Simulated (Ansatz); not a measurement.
# VCrC2 (R-3m) in Ansatz: a series of runs

One crystal, VCrC2, is run at these levels: PBE, PBE+U; tasks: band structure.

Everything below comes from runs of Ansatz 0.2.0. Logs are shortened: lines on timing, memory, paths and dates and some standing lists are left out, and cuts for length are marked.

## (1) The crystal as given

Symmetry: R-3m, No. 166, trigonal system. Conventional cell: a = 2.921 Å, b = 2.921 Å, c = 14.218 Å, α = 90.00°, β = 90.00°, γ = 120.00°. Cr (site symmetry -3m) is surrounded by 6 C at 2.05 Å. V (site symmetry -3m) has 6 C at 2.07 Å as nearest neighbours. C (site symmetry 3m) has 3 Cr at 2.05 Å and 3 V at 2.07 Å as nearest neighbours.

The cell comes from a database or a generator and needn't be the stable form of this composition.

## (2) Band structure, PBE, collinear spin, ferromagnetic start

File input.yaml:

```yaml
crystal:
  lattice:
    - [1.4606320425, 0.8432963029, 4.7393853233]
    - [-1.4606320425, 0.8432963029, 4.7393853233]
    - [0.0, -1.6865926058, 4.7393853233]
  atoms:
    - { symbol: Cr, position: [0.5, 0.5, 0.5], spin: 3.0 }
    - { symbol: V, position: [0.0, 0.0, 0.0], spin: 2.0 }
    - { symbol: C, position: [0.248759, 0.248759, 0.248759] }
    - { symbol: C, position: [0.751241, 0.751241, 0.751241] }
hamiltonian:
  xc: pbe
  pseudopotentials: { kind: paw }
magnetization:
  spin_polarized: true
kpoints:
  mp_grid: { grid: [11, 11, 11] }
  band_path:
    path:
      - [[0.0, 0.0, 0.0], [0.5, 0.0, 0.0], [0.5, 0.1877735979, -0.1877735979]]
      - [[0.8122264021, 0.5, 0.1877735979], [0.5, 0.5, 0.5], [0.0, 0.0, 0.0], [0.3438867989, 0.0, -0.3438867989]]
      - [[0.6561132011, 0.3438867989, 0.0], [0.5, 0.5, 0.0], [0.6561132011, 0.6561132011, 0.1877735979], [0.5, 0.5, 0.5]]
      - [[0.5, 0.0, 0.0], [0.8122264021, 0.3438867989, 0.3438867989]]
    npoints: 14
scf:
  occupations: { method: fermi_dirac, width: 0.05 }
  n_extra_bands: 10
output:
  forces: true
  stress: true
  eigenvalues: true
  fatbands: true
  write_density: true
  write_potential: true
  elf: true
  volumetric_format: npy
```

Potentials or basis: Ansatz PAW.

On the command line:

```console
$ ansatz run input.yaml --threads 2 --pin off --max-ram 5632MiB --backend cpu --events-out ev --progress --plain --runs-dir out
```

Log:

```text
Warning: RAYON_NUM_THREADS=2 ignored (pool sized by the plan → 2); use --threads N
basis.fft_grid_basis auto: the FFT boxes are laid along the combinations [[1, -1, 0], [0, 1, 0], [0, -1, 1]] of the cell's own vectors, 2.921, 5.031 and 2.921 Å long. The dense box has 20×36×20 points. Along the cell's own vectors, as sized, it would have 36×36×36, 3.24 times as many. Of the 12 symmetry operations that the crystal satisfies within crystal.symmetry.tolerance (time reversal apart; of a slab, those that keep its plane) the dense box along the cell's own vectors carries 12, and the one as laid loses 8 of those. basis.fft_grid_basis: typed keeps the cell's own vectors: state it where this run's energies or levels are differenced outside the engine with another run's, or held beside a run that keeps those vectors. Those combinations have planes normal to reciprocal vector 3, as the cell's own vectors have. Each planar average written beside output.write_density, output.write_potential has a row for each plane of the box: 20. The volumetric files lie along those combinations, not along the cell's own vectors: a cube or XSF file states them, and fields.json those of NumPy files.
scf.n_extra_bands = 10 over 18 filled bands (N_el = 35.0): the run solves 28 bands
Engine: ansatz 0.2.0, x86_64-unknown-linux-gnu
Pseudopotentials: kind: paw
Pseudopotential: Cr, paw, valence charge 14, recommended cutoff 420 eV (normal), Cr.paw.azcp
Pseudopotential: V, paw, valence charge 13, recommended cutoff 420 eV (normal), V.paw.azcp
Pseudopotential: C, paw, valence charge 4, recommended cutoff 420 eV (normal), C.paw.azcp
Functional definition: PBE
  parameter kappa = 0.804
  parameter beta = 0.06672455060314922
  exchange = pbe_x(kappa = kappa, mu = beta*pi^2/3)
  correlation = pbe_c(beta = beta)
Crystal: 4 atoms, lattice volume = 35.026 Å³
Basis set: ecut = 420 eV, 675 PW (Γ), FFT grids on a1−a2, a2, −a2+a3, exchange–correlation on 40×72×40 points (8 copies of the dense FFT grid, shifted against one another)
Bands: 28, of which v1, the nominal top of the filled ones, is band 18 counted from 1 (17 counted from 0)
Symmetry: 12 space group operations
Space group: R-3m (ITA 166), of the structure as read, at distance tolerance 3.3e-5 Å
Magnetic group: BNS 166.97 (UNI 1327), of the structure as read, at distance tolerance 3.3e-5 Å
k-points: 146 of 1331
Non-local potential: Cr, projectors of the file, l = 0: 3, l = 1: 2, l = 2: 3, l = 3: 1
Non-local potential: V, projectors of the file, l = 0: 3, l = 1: 2, l = 2: 3, l = 3: 1
Non-local potential: C, projectors of the file, l = 0: 2, l = 1: 2, l = 2: 1
PAW form: soft (Blöchl's): semilocal exchange-correlation on the pseudo side does not see the compensation charge
PAW one-centre angular grid: Cr, 590 points (default); XC on 64 Gauss nodes
PAW one-centre angular grid: V, 590 points (default); XC on 64 Gauss nodes
PAW one-centre angular grid: C, 110 points (default); XC on 64 Gauss nodes
Initial density: superposition of atomic densities (chi_scale 0.1, normalization cell, long waves kept (reshape's long-wave potential 0.00 eV rms))
Starting moments: Σ|m| = 5 μB on 2 of 4 sites
Initial wavefunctions: pseudopotential atomic-orbital guess
Functional: x = pbe(κ = 0.804, μ = 0.2195149727645171), c = pbe(β = 0.06672455060314922)
[... 16 lines left out ...]
SCF iter  14: F=—  HF=-6792.561747 eV  |F-HF|=—  |Δ(HF+E_count)|=   1.18e-7  Δρ=1.25e-5 (↑8.42e-6 ↓1.25e-5)  dr2=1.92e-7  dr2_m=5.45e-9  M=1.091 μB ∫|m|=1.402 μB  β_m=0.94  ethr=6.09e-9  ⟨swp⟩=1.4  Hψ=8406  notcnv=0  defer=556
SCF iter  15: F=—  HF=-6792.561747 eV  |F-HF|=—  |Δ(HF+E_count)|=   6.22e-9  Δρ=4.33e-6 (↑3.55e-6 ↓4.33e-6)  dr2=1.03e-9  dr2_m=4.86e-9  M=1.091 μB ∫|m|=1.403 μB  β_m=0.97  ethr=5.50e-10  ⟨swp⟩=1.8  Hψ=9301  notcnv=0  defer=556
SCF iter  16: F=-6792.561747 eV  HF=-6792.561747 eV  |F-HF|=3.73e-9  |Δ(HF+E_count)|=  1.80e-10  Δρ=2.08e-6 (↑2.08e-6 ↓7.39e-7)  dr2=4.03e-9  dr2_m=2.14e-10  M=1.091 μB ∫|m|=1.403 μB  ethr=2.94e-12  ⟨swp⟩=9.0  Hψ=41281  notcnv=0
SCF 1 converged in 16 iterations: F = -6792.561747 eV  dr2 = 4.03e-9
NSCF: frozen V_eff on 130 k-points
SCF converged after 16 iterations
Magnetization: 1.0909 μB (18.0454 up, 16.9546 down)
Absolute magnetization: 1.4189 μB (∫|ρ↑−ρ↓|, with the PAW one-centre terms)
Spin contamination: 0.1132 ħ² per cell (⟨S²⟩ above its minimum at these occupations)
Per-site moments (μB) at R_I (Å): [(1.052804652762839, 0.8460730164247826), (-0.003287618421188816, 0.8544406921839741), (-0.04957972748263213, 0.8460730164247826), (-0.049579727482631945, 0.8460730164247826)]
Free energy (F): -6792.561747 eV
Harris-Foulkes:  -6792.561747 eV  (|F-HF|=3.73e-9)
Internal energy: -6792.532156 eV  (E = F + TS)
E sigma→0 (E₀):  -6792.546952 eV
Entropy (-TS):   -0.029590 eV (-7.398 meV/atom)
Fermi energy:    17.663433 eV
--- Per-component energies (eV) ---
  E_band       = -251.479048
  E_kinetic    = 859.578271
  E_local      = -2270.306847  (includes V_loc(G=0)·N_el)
  E_nonlocal   = 83.259901
  E_hartree    = 994.279496
  E_xc         = -368.853356
  E_vxc        = -466.322087  (∫ρ·V_xc dr)
  E_paw        = -2503.533720  (= ΣΔE_a)
  E_vpaw       = -446.249299  (= ΣTr[D̂ρ^β])
  E_aug_tail   = 0.000578  (compensation charges beyond the density's cutoff)
  E_ewald      = -3586.956480
  E_smearing   = -0.029590  (= −TS)
  E_closure    = 0.000000  (closes the sum)
  Σ components = -6792.561747   (vs F -6792.561747, Δ=0.00e0)
--- Forces (eV/Å), atoms counted from 1 ---
  atom   1  Cr     0.00000000     0.00000000    -0.00000000
  atom   2  V      0.00000000     0.00000000    -0.00000000
  atom   3  C      0.00000000     0.00000000    -0.01991544
  atom   4  C      0.00000000    -0.00000000     0.01991544
  max |Σ_I F_I| component: 9.86e-32 eV/Å
--- Stress (GPa, compression-positive) ---
        1.468882       0.000000       0.000000
        0.000000       1.468882      -0.000000
        0.000000      -0.000000      -1.863195
  P = ⅓ Tr σ = 0.3582 GPa (3.582 kbar)
--- Band table (eV; the first three rows and the last of 292) ---
  k-point 0 ↑: bands = ["-55.1695", "-47.2806", "-26.5756", "-26.4222", "-26.4222", "-21.1714", "-20.9715", "-20.9715", "3.1881", "7.3213", "9.8508", "12.9375", "12.9375", "15.9305", "15.9305", "16.0144", "17.0326", "17.0326", "18.2773", "18.2773", "18.6681", "18.6681", "18.7571", "19.6347", "24.4335", "24.4335", "25.7927", "29.1417"]
  k-point 1 ↑: bands = ["-55.1675", "-47.2769", "-26.5725", "-26.4388", "-26.4261", "-21.1670", "-20.9999", "-20.9779", "3.3728", "7.2444", "10.0693", "12.9373", "13.0228", "15.6188", "15.7871", "15.9034", "16.1370", "16.9421", "18.1355", "18.1404", "18.8813", "19.1670", "19.5732", "19.8214", "23.7161", "24.1986", "26.5238", "29.4317"]
  k-point 2 ↑: bands = ["-55.1622", "-47.2670", "-26.5643", "-26.4831", "-26.4365", "-21.1552", "-21.0754", "-20.9951", "3.9007", "7.0906", "10.6234", "12.8733", "13.2479", "14.3563", "15.0795", "15.3507", "16.1368", "17.0223", "18.0665", "18.0710", "19.0563", "19.5478", "19.9624", "21.2755", "22.4993", "23.6437", "27.8028", "30.0545"]
  k-point 145 ↓: bands = ["-53.8787", "-47.2814", "-25.3921", "-25.1357", "-25.1219", "-21.2221", "-20.9844", "-20.9628", "4.6519", "4.8991", "13.2345", "13.3398", "14.1131", "14.3555", "14.4494", "14.8097", "17.2101", "17.4757", "17.9284", "18.0421", "19.4746", "19.5313", "21.4197", "21.5088", "22.8396", "23.2727", "29.1796", "29.4845"]
```

bands.tsv:

```text
[... 154 lines left out ...]
```

rho_z.tsv:

```text
# z_ang	rho[e/angstrom^3]	rho_spin[e/angstrom^3]
# format = ansatz-planar-average/11
# lattice	1.460632042	0.843296303	4.739385323
# lattice	-1.460632042	0.843296303	4.739385323
# lattice	0.000000000	-1.686592606	4.739385323
# sites	4
# site	24	0.000000000	-0.000000000	7.109077985
# site	23	0.000000000	0.000000000	0.000000000
# site	6	0.000000000	-0.000000000	3.536894261
# site	6	0.000000000	-0.000000000	10.681261709
0.000000	1.231840e0	-3.154580e-3
0.251527	1.181938e0	-2.767660e-3
0.503054	1.050664e0	-1.215673e-3
0.754582	8.854514e-1	2.138466e-3
1.006109	7.493465e-1	8.312241e-3
1.257636	6.996316e-1	1.863747e-2
[... 12 lines left out ...]
4.527489	1.050664e0	-1.215673e-3
4.779016	1.181938e0	-2.767660e-3
```

It took 32 s on 2 threads of Intel Xeon Platinum 8488C (Sapphire Rapids), shared host; peak memory 0.59 GiB.

What came out:

| Item | Value |
| --- | --- |
| Free energy | -6792.5617 eV |
| Pressure | 0.4 GPa |
| Largest force | 0.020 eV/Å |
| Band gap on the k mesh | none (metal or under the smearing width) |
| Net moment | 1.09 μB per cell |
| Absolute moment | 1.42 μB per cell |
| Site moments | Cr +1.05; V -0.00; C -0.05 μB |

Forces in eV/Å, atoms in the order of the input:
```
Cr   0.000  0.000  0.000
V    0.000  0.000  0.000
C    0.000  0.000 -0.020
C    0.000  0.000  0.020
```

Levels at the corners of the path, in eV from the Fermi level:
Spin up:
| point | band 16 | band 17 | band 18 | band 19 | band 20 | band 21 |
| --- | --- | --- | --- | --- | --- | --- |
| Γ | -1.65 | -0.63 | -0.63 | 0.61 | 0.61 | 1.00 |
| L | -3.44 | -0.91 | -0.10 | -0.02 | 0.80 | 1.33 |
| B1 | -3.86 | -0.45 | 0.03 | 0.13 | 0.88 | 1.64 |
| B | -3.86 | -0.45 | 0.03 | 0.13 | 0.88 | 1.64 |
| Z | -3.21 | -1.15 | -1.15 | 0.00 | 0.00 | 0.82 |
| Γ | -1.65 | -0.63 | -0.63 | 0.61 | 0.61 | 1.00 |
| X | -3.77 | -0.43 | 0.02 | 0.22 | 0.90 | 1.65 |
| Q | -3.77 | -0.43 | 0.02 | 0.22 | 0.90 | 1.65 |
| F | -1.21 | -1.12 | -0.14 | 0.12 | 0.35 | 0.94 |
| P1 | -1.70 | -1.26 | -0.15 | 0.22 | 0.80 | 0.96 |
| Z | -3.21 | -1.15 | -1.15 | 0.00 | 0.00 | 0.82 |
| L | -3.44 | -0.91 | -0.10 | -0.02 | 0.80 | 1.33 |
| P | -1.70 | -1.26 | -0.15 | 0.22 | 0.80 | 0.96 |
Spin down:
```tsv
point	band 15	band 16	band 17	band 18	band 19	band 20
Γ	-1.02	-0.99	-0.20	-0.20	0.92	0.92
L	-3.47	-3.40	-0.10	0.05	1.30	1.32
B1	-3.73	-3.70	0.53	0.58	1.13	1.14
B	-3.73	-3.70	0.53	0.58	1.13	1.14
Z	-3.22	-3.22	-0.06	-0.06	0.02	0.02
Γ	-1.02	-0.99	-0.20	-0.20	0.92	0.92
X	-3.93	-3.61	0.49	0.91	1.00	1.10
Q	-3.93	-3.61	0.49	0.91	1.00	1.10
F	-3.22	-1.25	-1.17	0.71	1.06	1.09
P1	-3.32	-1.64	-1.16	0.98	0.99	1.10
Z	-3.22	-3.22	-0.06	-0.06	0.02	0.02
L	-3.47	-3.40	-0.10	0.05	1.30	1.32
P	-3.32	-1.64	-1.16	0.98	0.99	1.10
```

Caveat: the pressure holds a Pulay correction of +0.4 GPa for the finite cutoff.

## (3) Band structure, PBE+U, collinear spin, ferromagnetic start

Edit input.yaml of step 2 so:

```diff
@@ -13,2 +13,4 @@
   pseudopotentials: { kind: paw }
+  hubbard:
+    sites: [{ species: Cr, l: d, u_eff: 1.0 }, { species: V, l: d, u_eff: 1.0 }]
 magnetization:
@@ -31,6 +33,2 @@
   eigenvalues: true
-  fatbands: true
-  write_density: true
-  write_potential: true
-  elf: true
-  volumetric_format: npy
+  fatbands: false
```

Potentials or basis: Ansatz PAW.

On the command line:

```console
$ ansatz run input.yaml --threads 2 --pin off --max-ram 5632MiB --backend cpu --events-out ev --progress --plain --runs-dir out
```

It took 3.1 min on 2 threads of Intel Xeon Platinum 8488C (Sapphire Rapids), shared host; peak memory 2.2 GiB.

It converged, with:

| Item | Value |
| --- | --- |
| Free energy | -6790.3321 eV |
| Pressure | 6.0 GPa |
| Largest force | 0.210 eV/Å |
| Band gap on the k mesh | none (metal or under the smearing width) |
| Net moment | 1.58 μB per cell |
| Absolute moment | 2.36 μB per cell |
| Site moments | Cr +1.66; V -0.12; C -0.09 μB |

Forces on the atoms (eV/Å):
```
Cr   0.000  0.000  0.000
V    0.000  0.000  0.000
C    0.000  0.000  0.210
C    0.000  0.000 -0.210
```

Stress tensor (GPa, compression positive):
```
7.97 0.00 0.00
0.00 7.97 0.00
0.00 0.00 2.10
```

Levels at the corners of the path, in eV from the Fermi level:
Spin up:
| point | band 16 | band 17 | band 18 | band 19 | band 20 | band 21 |
| --- | --- | --- | --- | --- | --- | --- |
| Γ | -1.79 | -0.58 | -0.58 | 0.76 | 0.76 | 1.15 |
| L | -3.31 | -1.10 | -0.38 | 0.21 | 0.60 | 1.50 |
| B1 | -3.77 | -0.74 | -0.09 | -0.02 | 1.08 | 1.78 |
| B | -3.77 | -0.74 | -0.09 | -0.02 | 1.08 | 1.78 |
| Z | -3.13 | -1.35 | -1.35 | 0.25 | 0.25 | 0.71 |
| Γ | -1.79 | -0.58 | -0.58 | 0.76 | 0.76 | 1.15 |
| X | -3.67 | -0.73 | -0.13 | 0.09 | 1.10 | 1.81 |
| Q | -3.67 | -0.73 | -0.13 | 0.09 | 1.10 | 1.81 |
| F | -1.09 | -0.99 | -0.40 | -0.13 | 0.39 | 1.00 |
| P1 | -1.60 | -1.22 | -0.40 | 0.10 | 0.84 | 0.96 |
| Z | -3.13 | -1.35 | -1.35 | 0.25 | 0.25 | 0.71 |
| L | -3.31 | -1.10 | -0.38 | 0.21 | 0.60 | 1.50 |
| P | -1.60 | -1.22 | -0.40 | 0.10 | 0.84 | 0.96 |
Spin down:
| point | band 13 | band 14 | band 15 | band 16 | band 17 | band 18 | band 19 | band 20 | band 21 | band 22 |
| --- | --- | --- | --- | --- | --- | --- | --- | --- | --- | --- |
| Γ | -4.29 | -0.69 | -0.69 | -0.57 | 0.14 | 0.14 | 1.01 | 1.01 | 1.07 | 1.67 |
| L | -4.53 | -4.03 | -3.42 | -3.07 | -0.09 | 0.80 | 1.32 | 2.13 | 2.32 | 2.92 |
| B1 | -4.73 | -4.61 | -3.56 | -3.48 | 0.72 | 0.92 | 1.37 | 1.95 | 2.66 | 2.71 |
| B | -4.73 | -4.61 | -3.56 | -3.48 | 0.72 | 0.92 | 1.37 | 1.95 | 2.66 | 2.71 |
| Z | -3.16 | -3.16 | -2.84 | -2.84 | -0.10 | -0.10 | 0.94 | 0.94 | 1.60 | 2.24 |
| Γ | -4.29 | -0.69 | -0.69 | -0.57 | 0.14 | 0.14 | 1.01 | 1.01 | 1.07 | 1.67 |
| X | -4.87 | -4.53 | -3.74 | -3.42 | 0.72 | 1.12 | 1.31 | 1.92 | 2.61 | 2.83 |
| Q | -4.87 | -4.53 | -3.74 | -3.42 | 0.72 | 1.12 | 1.31 | 1.92 | 2.61 | 2.83 |
| F | -4.32 | -4.22 | -2.84 | -1.15 | -1.08 | 1.06 | 1.28 | 1.45 | 2.14 | 2.47 |
| P1 | -4.26 | -4.22 | -2.98 | -1.50 | -1.02 | 1.21 | 1.44 | 1.47 | 2.17 | 2.54 |
| Z | -3.16 | -3.16 | -2.84 | -2.84 | -0.10 | -0.10 | 0.94 | 0.94 | 1.60 | 2.24 |
| L | -4.53 | -4.03 | -3.42 | -3.07 | -0.09 | 0.80 | 1.32 | 2.13 | 2.32 | 2.92 |
| P | -4.26 | -4.22 | -2.98 | -1.50 | -1.02 | 1.21 | 1.44 | 1.47 | 2.17 | 2.54 |

Eigenvalues of the final occupation matrices:
```tsv
site	spin	trace	eigenvalues
site 1	1	3.47	0.53 0.53 0.79 0.79 0.82
site 1	2	1.50	0.23 0.23 0.24 0.40 0.40
site 2	1	1.81	0.30 0.30 0.30 0.45 0.45
site 2	2	1.97	0.37 0.37 0.37 0.43 0.43
```

Caveat: the magnetic or orbital state may not be the lowest; the pressure holds a Pulay correction of +0.4 GPa for the finite cutoff; the U is typed as a test and isn't derived for this compound; the starting moments weren't kept. The state reached can hang on the start; a lower one may exist.
